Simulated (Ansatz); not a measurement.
# CuNi3S8: the cost of one run

Method: DFT PBEsol, scalar-relativistic, plane waves, PAW, in Ansatz 0.2.0.

## Step 1: The structure to begin with

The structure is trigonal, space group R-3 (No. 148). The conventional cell has a = 8.058 Å, b = 8.058 Å, c = 9.755 Å, α = 90.00°, β = 90.00°, γ = 120.00°. Cu (site symmetry -3) is surrounded by 6 S at 2.45 Å. Ni (site symmetry -1) is surrounded by 6 S at 2.36 to 2.40 Å. S (site symmetry 3) has 1 S at 2.07 Å and 3 Ni at 2.40 Å as nearest neighbours. S (site symmetry 1) has 1 S at 2.07 Å and 2 Ni at 2.36 to 2.37 Å and 1 Cu at 2.45 Å as nearest neighbours.

As a file:

```xyz
12
Lattice="4.0291 2.3262 3.2517 -4.0291 2.3262 3.2517 0.0000 -4.6524 3.2517" Properties=species:S:1:pos:R:3 pbc="T T T"
Cu    0.0000    0.0000    0.0000
Ni    0.0000    2.3262    3.2517
Ni   -2.0145   -1.1631    3.2517
Ni    2.0145   -1.1631    3.2517
S     0.0000    0.0000    3.8403
S     3.1493   -0.4510    5.1892
S    -1.1841    2.9529    5.1892
S    -1.9652   -2.5019    5.1892
S     0.0000    0.0000    5.9148
S    -3.1493    0.4510    4.5659
S     1.1841   -2.9529    4.5659
S     1.9652    2.5019    4.5659
```

Source of the structure: the Materials Project (structure only).

(A quick probe on a coarse mesh, which set the mesh and smearing, is not shown.)

## Step 3: The relaxation

The input, input.yaml:

```yaml
crystal:
  lattice:
    - [4.029086364, 2.3261940968, 3.2517171487]
    - [-4.029086364, 2.3261940968, 3.2517171487]
    - [0.0, -4.6523881937, 3.2517171487]
  atoms:
    - { symbol: Cu, position: [0.0, 0.0, 0.0] }
    - { symbol: Ni, position: [0.5, 0.5, 0.0] }
    - { symbol: Ni, position: [0.0, 0.5, 0.5] }
    - { symbol: Ni, position: [0.5, 0.0, 0.5] }
    - { symbol: S, position: [0.393672, 0.393672, 0.393672] }
    - { symbol: S, position: [0.89046, 0.108813, 0.59657] }
    - { symbol: S, position: [0.59657, 0.89046, 0.108813] }
    - { symbol: S, position: [0.108813, 0.59657, 0.89046] }
    - { symbol: S, position: [0.606328, 0.606328, 0.606328] }
    - { symbol: S, position: [0.10954, 0.891187, 0.40343] }
    - { symbol: S, position: [0.40343, 0.10954, 0.891187] }
    - { symbol: S, position: [0.891187, 0.40343, 0.10954] }
basis:
  ecutwfc: 420
kpoints:
  mp_grid: { grid: [6, 6, 6] }
hamiltonian:
  xc: pbesol
scf:
  occupations: { method: gaussian, width: 0.1 }
output:
  forces: true
  stress: true
  eigenvalues: true
relax:
  adjacent_minimum: "off"
  f_tol: 0.01
  max_steps: 80
  cell: { stress_tol: 0.05 }
```

Run with:

```sh
$ ansatz run input.yaml --threads 4 --pin off --max-ram 9216MiB --backend cpu --events-out ev --progress --plain --runs-dir out
```

What time and memory should one allow on 4 threads of AMD EPYC 9R45 (Zen 5), shared host?

About 26 s, with a peak of 0.96 GiB.
